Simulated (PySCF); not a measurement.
# EuH9N3 (Eu(NH3)33+): the cost of one run

Program: PySCF 2.14.0. Level of theory: several levels, as the steps say, no spin–orbit coupling. These are calculated values, not measurements.

4 further runs of the same task are left out: 2 for a known fault of the program, 2 that didn't finish.

### 1 Where the work starts

13 atoms, charge 3, spin multiplicity 1.

Bond lengths: Eu1–N2 2.451 Å, Eu1–N6 2.451 Å, Eu1–N10 2.451 Å, N2–H3 1.048 Å, N2–H4 1.047 Å, N2–H5 1.047 Å, N6–H7 1.048 Å, N6–H8 1.047 Å, N6–H9 1.047 Å, N10–H11 1.048 Å, N10–H12 1.047 Å, N10–H13 1.047 Å. Angles: N2–Eu1–N6 111.2°, N2–Eu1–N10 111.2°, N6–Eu1–N10 111.2°, Eu1–N2–H3 114.8°, Eu1–N2–H4 116.5°, Eu1–N2–H5 115.7°, H3–N2–H4 102.6°, H3–N2–H5 102.6°, H4–N2–H5 102.7°, Eu1–N6–H7 114.8°, Eu1–N6–H8 116.5°, Eu1–N6–H9 115.7°, H7–N6–H8 102.6°, H7–N6–H9 102.6°, H8–N6–H9 102.7°, Eu1–N10–H11 114.8°, Eu1–N10–H12 116.5°, Eu1–N10–H13 115.7° and more.

Geometry (Å):

| atom | x (Å) | y (Å) | z (Å) |
| --- | --- | --- | --- |
| Eu1 | 0.0000 | 0.0000 | 0.7560 |
| N2 | 2.3349 | -0.0004 | 0.0096 |
| H3 | 3.0306 | -0.2796 | 0.7422 |
| H4 | 2.5715 | -0.6404 | -0.7847 |
| H5 | 2.7072 | 0.9216 | -0.3183 |
| N6 | -1.1671 | 2.0222 | 0.0096 |
| H7 | -1.2732 | 2.7644 | 0.7422 |
| H8 | -0.7312 | 2.5471 | -0.7847 |
| H9 | -2.1517 | 1.8837 | -0.3183 |
| N10 | -1.1678 | -2.0219 | 0.0096 |
| H11 | -1.7574 | -2.4848 | 0.7422 |
| H12 | -1.8403 | -1.9068 | -0.7847 |
| H13 | -0.5555 | -2.8053 | -0.3183 |

Formal oxidation states: Eu +3. Each metal's 6 4f electrons lie in its core potential, so multiplicities, spins and levels count the valence alone. An earlier session relaxed this geometry at BP86, Eu lcecp-1-SVP with ECP52, N def2-SVP, H def2-SVP (singlet, point group C3).

At BP86 on the finer grid: E = -203.902870 Eh, HOMO -22.93 eV, LUMO -17.18 eV, Mulliken charge on Eu1 +1.73 e, largest force component 0.007 eV/Å. 

Levels to run: PBE0; wB97X; TPSS; HF; BP86, TZVP. Hardware: 2 threads of Intel Xeon Platinum 8488C (Sapphire Rapids), shared host.

### 2 PBE0

run.py (the lines that set the calculation) reads:

```python
mol = gto.M(atom='''
Eu     0.00000     0.00000     0.75601
N      2.33486    -0.00037     0.00961
H      3.03064    -0.27955     0.74221
H      2.57145    -0.64036    -0.78470
H      2.70721     0.92162    -0.31828
N     -1.16711     2.02223     0.00961
H     -1.27322     2.76439     0.74221
H     -0.73116     2.54712    -0.78470
H     -2.15175     1.88370    -0.31828
N     -1.16775    -2.02186     0.00961
H     -1.75742    -2.48483     0.74221
H     -1.84029    -1.90676    -0.78470
H     -0.55546    -2.80532    -0.31828''',
    basis={'Eu': 'lcecp-1-SVP', 'N': 'def2-SVP', 'H': 'def2-SVP'},
    ecp={'Eu': 'lcecp-1-SVP'},
    charge=3, spin=0)
mf = dft.RKS(mol, xc='PBE0')
mf.grids.atom_grid = (75, 302)  # f atoms: unpruned, at least (60, 302)
mf = mf.density_fit()  # fitting sets: Eu AutoAux, N def2-universal-JKFIT, H def2-universal-JKFIT
mf.conv_tol = 1e-08; mf.max_cycle = 55
mf.kernel(dm0)  # dm0: the density of the relaxed state
```

The run is started by

```sh
> OMP_NUM_THREADS=2 python run.py
```

**Question.** How long does this run take on 2 threads of Intel Xeon Platinum 8488C (Sapphire Rapids), shared host?

About 8.1 s.
